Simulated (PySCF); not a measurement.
# C6H9N: the cost of one run

Computed with PySCF 2.14.0 and routines of our own; the level stands in each step. Atoms count from 0.

## Step 1: The system as given

16 atoms, charge 0, multiplicity 1; geometry from: GFN2-xTB.

## Step 2: Geometry optimisation at PBE0-D3(BJ)/def2-SVP

The job: settings as JSON, then the geometry in Å.

```
{"job": {"xc": "PBE0", "basis": "def2-SVP", "d3": "d3bj", "grid": 2, "kind": "geom"}, "charge": 0, "multiplicity": 1}
C      3.662151    -0.135419     0.201871
C      2.413387     0.198642    -0.020743
C      1.224071     0.522219    -0.250964
C     -0.032586     0.857222    -0.496982
N     -1.133016     0.281829     0.087516
C     -2.411682     0.401358    -0.561075
C     -0.941019    -0.908981     0.873791
H      4.478477     0.411923    -0.239467
H      3.915818    -0.969712     0.834928
H     -0.252216     1.684715    -1.161284
H     -2.560923    -0.369194    -1.330358
H     -2.500065     1.380346    -1.029569
H     -3.203654     0.299038     0.183121
H     -1.789442    -1.037146     1.546737
H     -0.029693    -0.799977     1.459551
H     -0.847206    -1.807919     0.250564
```

Started as:

```console
OMP_NUM_THREADS=1 python excited_run.py task.json out
```

One launch serves the whole session: the jobs run in the order shown.

**Question.** How long does this first job take on 1 thread of Arm Neoverse V2, shared host, and how much memory does it need?

About 49 s, with a peak of 0.76 GiB.
